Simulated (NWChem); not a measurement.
# SnH4 (SMILES [SnH4]): B3LYP/def2-SVPD (core potential)

What is the vertical singlet–triplet gap of SnH4 at B3LYP/def2-SVPD (core potential)? 

The results are computed with NWChem 7.3.0.

5 further runs of the same task are left out: 3 that didn't finish, 2 set aside as unsound or not needed. Runs told in other sessions of the task aren't counted.

### Step 1. The system as given

The species is SnH4 (5 atoms), meant as a singlet with charge 0. As SMILES, `[SnH4]`. The shape is that of a PBE0-D4/def2-TZVP optimisation.

Bond lengths: Sn1–H2 1.704 Å, Sn1–H3 1.704 Å, Sn1–H4 1.704 Å, Sn1–H5 1.704 Å. Angles: H2–Sn1–H3 109.5°, H2–Sn1–H4 109.5°, H2–Sn1–H5 109.5°, H3–Sn1–H4 109.5°, H3–Sn1–H5 109.5°, H4–Sn1–H5 109.5°.

### Step 2. Energy and forces at B3LYP/def2-SVPD (core potential)

The input, m1.xyz:

```xyz
5

Sn     0.000030     0.000010     0.000040
H      0.823920    -0.853480     1.222940
H     -1.563610     0.403420     0.543140
H     -0.116810    -0.974610    -1.392490
H      0.856470     1.424640    -0.373640
```

The input, m1.nw:

```
start m1
memory total 2200 mb

geometry noautosym nocenter noautoz
 load format xyz m1.xyz
end

basis spherical bse
 * library def2-SVPD
end

ecp bse
 Sn library def2-SVPD
end

dft
 xc b3lyp
 grid xfine
 convergence energy 1e-08
 iterations 100
 mulliken
end

task dft gradient
```

Run with:

```
$ nwchem m1.nw > m1.out
```

The program printed:

```text
[...]
          Wavefunction type:  closed shell.
          No. of atoms     :     5
          No. of electrons :    26
[...]
          Charge           :     0
          Spin multiplicity:     1
[...]
          AO basis - number of functions:    64
[...]
              XC Information
              --------------
                         B3LYP Method XC Potential
                     Hartree-Fock (Exact) Exchange  0.200
                        Slater Exchange Functional  0.800 local
                    Becke 1988 Exchange Functional  0.720 non-local
              Lee-Yang-Parr Correlation Functional  0.810
                  VWN I RPA Correlation Functional  0.190 local
[...]
 d= 0,ls=0.0,diis     1   -216.7228111485 -2.45D+02  9.90D-03  5.62D-02     4.4
[...]
 d= 0,ls=0.0,diis     6   -216.7350041937 -3.90D-09  5.44D-07  4.80D-10    17.4
         Total DFT energy =     -216.735004193742
      One electron energy =     -435.106213700507
           Coulomb energy =      209.457388450678
    Exchange-Corr. energy =      -19.560150971532
 Nuclear repulsion energy =       28.473972027619
[...]
      Total Density - Mulliken Population Analysis
     ---------------------------------------------
    Atom       Charge   Shell Charges
 -----------   ------   -------------------------------------------------------
    1 Sn  22    22.18   0.42  1.60  1.11  0.43 -0.01  2.78  3.24  1.65  0.83  9.69  0.41  0.03
    2 H    1     0.96   0.70  0.26  0.01 -0.01
    3 H    1     0.96   0.70  0.26  0.01 -0.01
    4 H    1     0.96   0.70  0.26  0.01 -0.01
    5 H    1     0.96   0.70  0.26  0.01 -0.01
[...]
  wavefunction    = closed shell
                         DFT ENERGY GRADIENTS
    atom               coordinates                        gradient
                 x          y          z           x          y          z
   1 Sn      0.000057   0.000019   0.000076    0.000001   0.000002   0.000003
   2 H       1.556983  -1.612843   2.311022   -0.001440   0.001500  -0.002155
   3 H      -2.954794   0.762353   1.026386    0.002750  -0.000710  -0.000969
   4 H      -0.220739  -1.841746  -2.631425    0.000197   0.001712   0.002457
   5 H       1.618494   2.692179  -0.706077   -0.001507  -0.002505   0.000664
[...]
```

Wall time 23 s (1 thread of Intel Xeon Platinum 8259CL at 2.50GHz (Skylake/Cascade Lake), shared host); peak memory 0.13 GiB.

### Step 3. The triplet: the energy at UB3LYP/def2-SVPD (core potential)

The input, run.xyz:

```xyz
5
H4Sn energy
Sn     0.000030     0.000010     0.000040
H      0.823920    -0.853480     1.222940
H     -1.563610     0.403420     0.543140
H     -0.116810    -0.974610    -1.392490
H      0.856470     1.424640    -0.373640
```

The input, run.py:

```python
from ase.io import read
from ase.calculators.nwchem import NWChem

mol = read('run.xyz')

calc = NWChem(
    label='run',
    theory='dft',
    memory='2200 mb',
    basis='def2-SVPD',
    basispar='spherical bse',
    dft={'xc': 'b3lyp', 'mult': '3', 'grid': 'xfine', 'convergence': 'energy 1e-08', 'iterations': '100', 'mulliken': None},
    task='energy',
    **{'ecp bse': {'Sn library': 'def2-SVPD'}},
)
mol.calc = calc

e = mol.get_potential_energy()
print(f"E = {e:.6f} eV")
```

Run with:

```
$ export ASE_NWCHEM_COMMAND="nwchem PREFIX.nwi > PREFIX.nwo"
$ python run.py
```

The program printed:

```text
E = -5890.425856 eV
```

The calculator wrote run.nwi:

```
title "run"

permanent_dir run

scratch_dir run

start run

geometry units angstrom nocenter noautosym noautoz
  Sn 3.0000000000000001e-05 1.0000000000000001e-05 4.0000000000000003e-05
  H  8.2391999999999999e-01 -8.5348000000000002e-01 1.2229399999999999e+00
  H  -1.5636099999999999e+00 4.0342000000000000e-01 5.4313999999999996e-01
  H  -1.1681000000000000e-01 -9.7460999999999998e-01 -1.3924900000000000e+00
  H  8.5646999999999995e-01 1.4246399999999999e+00 -3.7364000000000003e-01
end

memory 2200 mb

basis spherical bse noprint
   * library def2-SVPD
end

dft
  xc b3lyp
  mult 3
  grid xfine
  convergence energy 1e-08
  iterations 100
  mulliken
end
ecp bse
  Sn library def2-SVPD
end

task dft energy
```

run.nwo:

```text
Northwest Computational Chemistry Package (NWChem) 7.3.0
             --------------------------------------------------------

           Job information
           ---------------

    nwchem branch   = 7.3.0
    use scalapack   = T
    input           = run.nwi
    prefix          = run.
    data base       = run/run.db
    status          = startup
    nproc           =        1

           Memory information
           ------------------

    heap     =     72089596 doubles =      550.0 Mbytes
    stack    =     72089601 doubles =      550.0 Mbytes
    global   =    144179200 doubles =     1100.0 Mbytes (distinct from heap & stack)
    total    =    288358397 doubles =     2200.0 Mbytes
    verify   = yes
    hardfail = no

           Directory information
           ---------------------

  0 permanent = run
  0 scratch   = run

                                NWChem Input Module
                                -------------------

                                        run
                                        ---

 Scaling coordinates for geometry "geometry" by  1.889725989
 (inverse scale =  0.529177249)

                             Geometry "geometry" -> ""
                             -------------------------

 Output coordinates in angstroms (scale by  1.889725989 to convert to a.u.)

[... 16 lines left out ...]
            Nuclear Dipole moment (a.u.)
[... 63 lines left out ...]
  convergence criterion.
[... 16 lines left out ...]
          Convergence on density requested:  1.00D-05
[... 22 lines left out ...]
          Spatial weights used:  Erf1
[... 3 lines left out ...]
          Convergence aids based upon iterative change in
[... 82 lines left out ...]
         Total DFT energy =     -216.469159288540
[... 1 line left out ...]
           Coulomb energy =      208.413164052545
[... 1 line left out ...]
 Nuclear repulsion energy =       28.473972027619
[... 469 lines left out ...]
                     DFT Final Beta Molecular Orbital Analysis
[... 533 lines left out ...]
   alpha     41     42     43     44     45     46     47     48     49     50
    beta     41     42     44     43     45     46     47     48     49     50
 overlap   0.993  0.999  1.000  1.000  0.929  0.930  0.998  0.999  0.987  0.987

   alpha     51     52     53     54     55     56     57     58     59     60
    beta     51     52     53     54     55     56     57     58     59     60
 overlap   0.999  0.999  0.728  0.728  0.995  0.995  1.000  0.999  0.992  0.991

   alpha     61     62     63     64
    beta     61     62     63     64
 overlap   1.000  1.000  1.000  1.000

     --------------------------
     Expectation value of S2:
     --------------------------
      <S2> =      2.0171 (Exact =     2.0000)

 center of mass
 --------------
 x =   0.00005435 y =   0.00001780 z =   0.00007231

 moments of inertia (a.u.)
 ------------------
          27.855810559153          -0.000053371175          -0.003566266778
          -0.000053371175          27.856768799519          -0.000687050889
          -0.003566266778          -0.000687050889          27.861883085191

     Multipole analysis of the density
     ---------------------------------

     L   x y z        total         alpha         beta         nuclear
     -   - - -        -----         -----         ----         -------
     0   0 0 0      0.000000    -14.000000    -12.000000     26.000000

     1   1 0 0     -0.001260      0.001068     -0.003518      0.001191
[... 8 lines of this table left out ...]
     2   0 0 2    -24.566203    -25.796928    -12.586504     13.817228

 Task  times  cpu:       64.3s     wall:       64.3s
 Total times  cpu:       64.3s     wall:       64.3s
```

Wall time 66 s (1 thread of Intel Xeon Platinum 8259CL at 2.50GHz (Skylake/Cascade Lake), shared host); peak memory 0.13 GiB.

### Step 4. Outcome

At B3LYP/def2-SVPD (core potential):

| quantity | value |
| --- | --- |
| singlet: total energy | -216.73500 Eh |
| singlet: dipole moment | 0.00 D |
| singlet: HOMO energy | -8.97 eV |
| singlet: LUMO energy | -0.37 eV |
| singlet: HOMO–LUMO gap | 8.60 eV |
| singlet: largest force on an atom | 0.154 eV/Å |
| triplet: total energy | -216.46916 Eh |
| triplet: dipole moment | 0.01 D |
| triplet: HOMO energy (highest over α and β) | -2.38 eV |
| triplet: ⟨S²⟩ | 2.017 |
| vertical energy of the triplet above the singlet | 7.234 eV |

At this shape the triplet lies 7.23 eV (698 kJ/mol) above the singlet. Mulliken charges (singlet) run from -0.18 on Sn1 to +0.04 on H2; in a basis this large or diffuse they mean little.
